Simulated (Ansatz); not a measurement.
**GeH₃− (triplet): from Hartree-Fock to the top rungs at distance Ge1–H4 = 4.562 Å, aug-cc-pVDZ**

Aim: climb from Hartree-Fock through coupled cluster and multireference methods for GeH₃− (triplet) at one geometry and basis, and see what each rung misses.

The runs use Ansatz 0.2.0, Gaussian basis; aug-cc-pVDZ, core rule «outside noble gas», up to 14 orbitals frozen.

The runs, in order: UHF; CCSD(T) on ROHF; CCSD(T) on UHF; BCCD(T) on ROHF; CISD; CCSDT(Q) on ROHF; CCSDT(Q) on UHF; CASSCF and MRCISD+Q, 4 electrons in 4 orbitals; CASSCF and NEVPT2, 4 electrons in 4 orbitals; CASSCF and MRCISD+Q, 8 electrons in 7 orbitals; CASSCF and NEVPT2, 8 electrons in 7 orbitals.

24 further runs of the same task are left out: 8 for a known fault of the program, 1 for a mislabelled method, 13 that didn't finish, 2 set aside as unsound or not needed.

## Step 1: What is computed

The geometry derives from a PBE0/def2-TZVPD stationary point (not a proven minimum). One bond is set to the value named and the two fragments are kept rigid. No spin-orbit coupling is included. The filled d shell of Ge may be among the frozen orbitals whatever the setting's name suggests; the logs give the count.

4 atoms, charge -1, spin multiplicity 3.

Atoms are counted from 1 here; the program's logs count them from 0.

Bond lengths: Ge1–H2 1.687 Å, Ge1–H3 1.687 Å. Angles: H2–Ge1–H3 120.0°.

## Step 2: UHF

The input, in.yaml:

```yaml
crystal:
  periodic: [false, false, false]
  atoms:
    - {symbol: Ge, position_ang: [0.018231, 0.033688, 0.000123]}
    - {symbol: H, position_ang: [1.704137, 0.080175, -0.006377]}
    - {symbol: H, position_ang: [-0.864947, 1.470467, 0.012023]}
    - {symbol: H, position_ang: [-2.153078, -3.978425, -0.014484]}
basis:
  gaussian: {orbitals: aug-cc-pVDZ}
total_charge: -1
magnetization: {spin_polarized: true, initial_magnetization: 2}
hamiltonian: {xc: hf}
output: {orbitals: {seedname: orbitals}}
```

The run is started by

```sh
> ansatz run in.yaml --threads 1 --pin off --events-out ev --progress --plain --max-ram 2393MiB
```

The runs that follow: CCSD(T) on ROHF; CCSD(T) on UHF; BCCD(T) on ROHF; CISD; CCSDT(Q) on ROHF; CCSDT(Q) on UHF; CASSCF and MRCISD+Q, 4 electrons in 4 orbitals; CASSCF and NEVPT2, 4 electrons in 4 orbitals; CASSCF and MRCISD+Q, 8 electrons in 7 orbitals; CASSCF and NEVPT2, 8 electrons in 7 orbitals.

Before running them: what should the planned runs give, taken together? Wanted: UCCSDT(Q) below the RHF energy; RMP2 from UCCSDT(Q); UMP2 from UCCSDT(Q); RCCSD from UCCSDT(Q); RCCSD(T) from UCCSDT(Q); UCCSD(T) from UCCSDT(Q); RCCSDT(Q) from UCCSDT(Q); NEVPT2 pair from UCCSDT(Q); MRCISD+Q pair from UCCSDT(Q).

The runs gave:

```
                         quantity                                                                                    value
   UCCSDT(Q) below the RHF energy                                                                               -3.7443 eV
              RMP2 from UCCSDT(Q)                                                                               +867.1 meV
              UMP2 from UCCSDT(Q)                                                                               +878.3 meV
             RCCSD from UCCSDT(Q)                                                                               +151.4 meV
          RCCSD(T) from UCCSDT(Q)                                                                                +35.9 meV
          UCCSD(T) from UCCSDT(Q)                                                                                +34.1 meV
         RCCSDT(Q) from UCCSDT(Q)                                                                                 +2.4 meV
       NEVPT2 pair from UCCSDT(Q)                                                                               +859.8 meV
     MRCISD+Q pair from UCCSDT(Q)                                                                                +13.6 meV
    NEVPT2 valence from UCCSDT(Q)                                                                               +855.1 meV
levels within 1 kcal/mol (43 meV)  RCCSD(T), UCCSD(T), BCCD(T), RCCSDT, UCCSDT, RCCSDT(Q), MRCISD+Q pair, MRCISD+Q valence
                    T1 diagnostic                                                                                    0.028
   effectively unpaired electrons                                                                                     2.02
```

RCCSD(T) lands +35.9 meV from the yardstick (1.0 % of the correlation energy). One determinant dominates. Of the multireference levels listed MRCISD+Q pair comes nearest in total energy (+13.6 meV), which doesn't show that its space is the better one. These misses are within one basis, not against nature; the frozen cores of restricted and unrestricted runs differ, which can shift their rows.
